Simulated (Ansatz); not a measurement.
# CH3NOSi: vertical ionisation energy

Aim: the vertical ionisation energy of CH3NOSi, as cation minus neutral at the neutral's geometry, on several levels, and how well −ε(HOMO) stands in for it.

Method: unrestricted cation, the program's frozen cores in correlated methods; program: Ansatz 0.2.0, Gaussian basis.

Plan: UKS PBE-D4/def2-TZVPP; UKS r2SCAN-D4/def2-TZVPP; UKS PBE0-D4/def2-TZVPP; UKS B3LYP-D4/def2-TZVPP; UKS wB97X-V/def2-TZVPP; UKS wB97M-V/def2-TZVPP; UKS B2PLYP/def2-TZVPP; UHF-CCSD(T)/def2-TZVPP; UHF-MP2/def2-QZVPP; extrapolation to the limit; then −ε(HOMO) from the neutral's earlier runs with LDA (SPW92), PBE-D4, revPBE-D4, BLYP-D4, r2SCAN-D4, B97M-V, PBE0-D4, B3LYP-D4, r2SCANh-D4, r2SCAN0-D4, HSE06-D4, BHLYP-D4, CAM-B3LYP-D4, LC-ωPBE, ωB97X-V, ωB97M-V.

## Step 1: The relaxed structure

The geometry comes from an earlier relaxation with PBE0-D4 in a triple-zeta def2 set; it is a stationary point, not always the lowest conformer.

7 atoms, charge 0, spin multiplicity 1.

Atoms are counted from 1 here; the program's logs count them from 0.

Bond lengths: N1–C2 1.246 Å, N1–H5 1.015 Å, C2–O3 1.378 Å, C2–Si4 1.806 Å, O3–Si4 1.701 Å, Si4–H6 1.478 Å, Si4–H7 1.478 Å. Angles: C2–N1–H5 110.9°, N1–C2–O3 127.6°, N1–C2–Si4 169.5°, O3–C2–Si4 62.9°, C2–O3–Si4 71.0°, C2–Si4–O3 46.1°, C2–Si4–H6 123.0°, C2–Si4–H7 123.0°, O3–Si4–H6 116.0°, O3–Si4–H7 116.0°, H6–Si4–H7 113.0°.

## Step 2: Cation, UKS PBE-D4/def2-TZVPP

Input file in.yaml:

```yaml
crystal:
  periodic: [false, false, false]
  atoms:
    - {symbol: N, position_ang: [-1.071008, -1.580223, -0.416291]}
    - {symbol: C, position_ang: [-0.312356, -0.650835, -0.079205]}
    - {symbol: O, position_ang: [0.759232, -0.712639, 0.784198]}
    - {symbol: Si, position_ang: [0.600568, 0.880311, 0.209579]}
    - {symbol: H, position_ang: [-1.778540, -1.252154, -1.066549]}
    - {symbol: H, position_ang: [0.185956, 1.890217, 1.205879]}
    - {symbol: H, position_ang: [1.677348, 1.357323, -0.683410]}
basis:
  gaussian: {orbitals: def2-TZVPP}
total_charge: 1
magnetization: {spin_polarized: true, initial_magnetization: 1}
hamiltonian: {xc: pbe, dispersion: d4}
```

Started as:

```bash
ansatz run in.yaml --threads 2 --pin off --events-out ev --progress --plain --max-ram 4352MiB
```

The runs that follow: Cation, UKS r2SCAN-D4/def2-TZVPP; Cation, UKS PBE0-D4/def2-TZVPP; Cation, UKS B3LYP-D4/def2-TZVPP; Cation, UKS wB97X-V/def2-TZVPP; Cation, UKS wB97M-V/def2-TZVPP; Cation, UKS B2PLYP (frozen core)/def2-TZVPP; Cation, UHF-CCSD(T)/def2-TZVPP; Cation, UHF-MP2/def2-QZVPP.

Q: Predict the results of all the runs planned. Wanted: ionisation energy, CCSD(T)/CBS; nearest functional by difference; nearest −ε(HOMO); −ε(HOMO) of PBE; T1 of the cation.

As calculated:

```
                        quantity               value
  ionisation energy, CCSD(T)/CBS             9.74 eV
nearest functional by difference  ωB97M-V (-0.12 eV)
                nearest −ε(HOMO)  ωB97X-V (-0.14 eV)
                 −ε(HOMO) of PBE             5.99 eV
                T1 of the cation               0.047
```

What this shows: By cation minus neutral, the functionals miss by 0.40 eV at most. −ε(HOMO) of PBE misses by 3.7 eV, since self-interaction lifts the level. Among orbital estimates ωB97X-V comes nearest. Hartree-Fock falls 1.12 eV short, as the neutral has more correlation energy than the cation. The cation's T1 (from the report) is 0.047, above the customary mark of 0.045 for open shells, so the coupled-cluster value is less safe.
